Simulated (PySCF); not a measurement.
# PbN⁻ under other conditions

One physical setting of the base script is moved in each run, with the edits that it forces.

Program: PySCF 2.14.0. Level of theory: each script names its method and basis. These are calculated values, not measurements.

5 further runs of the same task are left out: 2 for a known fault of the program, 3 that didn't finish.

**1. Where the work starts**

PbN⁻: 2 atoms, charge -1, spin multiplicity 1.

Bond lengths: Pb1–N2 2.150 Å.

**2. Base script**

input.py

```python
from pyscf import gto, scf, mp

mol = gto.M(
    atom='Pb 0 0 0; N 0 0 2.15',
    basis='x2c-svpall',
    charge=-1,
    spin=0,
    verbose=4,
)
mf = scf.RHF(mol)
mf = mf.sfx2c1e()
mf.kernel()
mp.MP2(mf, frozen=35).kernel()
mf.dip_moment()
print('orbital energies (hartree):', mf.mo_energy[..., max(0, mol.nelec[1]-3):mol.nelec[0]+3].round(4))
```

The run is started by

```
> OMP_NUM_THREADS=1 python input.py
```

Its log is not repeated here.

In short: E(SCF) = -20937.213074 Eh, 12 cycles, E(MP2) − E(SCF) = -0.61608 Eh.

The bond length is a typed value, not an optimised one. The dipole of an ion depends on the origin.

**3. Bond 2.085 Å**

Edit 1 changes bond length: 2.15 Å → 2.085 Å.

input.py

```python
from pyscf import gto, scf, mp

mol = gto.M(
    atom='Pb 0 0 0; N 0 0 2.085',
    basis='x2c-svpall',
    charge=-1,
    spin=0,
    verbose=4,
)
mf = scf.RHF(mol)
mf = mf.sfx2c1e()
mf.kernel()
mp.MP2(mf, frozen=35).kernel()
mf.dip_moment()
print('orbital energies (hartree):', mf.mo_energy[..., max(0, mol.nelec[1]-3):mol.nelec[0]+3].round(4))
```

The run is started by

```
> OMP_NUM_THREADS=1 python input.py
```

**4. Bond 2.408 Å**

Edit 2 changes bond length: 2.15 Å → 2.408 Å.

input.py, as its differences from that of step 2:

```diff
@@ -3,3 +3,3 @@
 mol = gto.M(
-    atom='Pb 0 0 0; N 0 0 2.15',
+    atom='Pb 0 0 0; N 0 0 2.408',
     basis='x2c-svpall',
```

**5. Bond 2.688 Å**

Edit 3 changes bond length: 2.15 Å → 2.688 Å.

input.py, as its differences from that of step 2:

```diff
@@ -3,3 +3,3 @@
 mol = gto.M(
-    atom='Pb 0 0 0; N 0 0 2.15',
+    atom='Pb 0 0 0; N 0 0 2.688',
     basis='x2c-svpall',
```

**6. Charge +0 (doublet, UHF)**

Edit 4 changes charge: -1 → 0; spin (2S): 0 → 1; SCF type: RHF → UHF.

input.py

```python
from pyscf import gto, scf, mp

mol = gto.M(
    atom='Pb 0 0 0; N 0 0 2.15',
    basis='x2c-svpall',
    charge=0,
    spin=1,
    verbose=4,
)
mf = scf.UHF(mol)
mf = mf.sfx2c1e()
mf.kernel()
mp.MP2(mf, frozen=35).kernel()
mf.dip_moment()
print('orbital energies (hartree):', [e[max(0, n-3):n+3].round(4) for e, n in zip(mf.mo_energy, mol.nelec)])
```

Q: Predict the outcome of this session. Wanted: for each run, E(SCF); from base; gap, α spin; SCF dipole; after the SCF.

The runs gave:

| run | E(SCF) (hartree) | from base (eV) | cycles | gap, α spin (eV) | SCF dipole (D) | after the SCF |
| --- | --- | --- | --- | --- | --- | --- |
| base | -20937.213074 | 0 | 12 | 8.19 | n/a | MP2 correlation -16.764 eV, core frozen |
| bond 2.085 Å | -20937.225518 | -0.3386 | 12 | 8.50 | n/a | MP2 correlation -16.374 eV, core frozen |
| bond 2.408 Å | -20937.152043 | +1.6608 | 15 | 7.11 | n/a | MP2 correlation -18.430 eV, core frozen |
| bond 2.688 Å | -20937.085865 | +3.4615 | 21 | 5.65 | n/a | MP2 correlation -14.809 eV, core frozen |
| charge +0 (doublet, UHF) | -20937.200247 | +0.3491 | 16 | 8.57 | 5.68 | MP2 correlation -14.067 eV, core frozen |

**Reading.** The largest comparable shift of the SCF energy, +3.462 eV, comes with the run “bond 2.688 Å”. At the SCF level, going to the doublet with one electron fewer costs 0.35 eV at fixed geometry, against 1.52 eV for the negative of the highest filled level. With bond 2.688 Å the frontier gap moves by over 1.5 eV, which can mean another electronic state rather than the bond length alone.
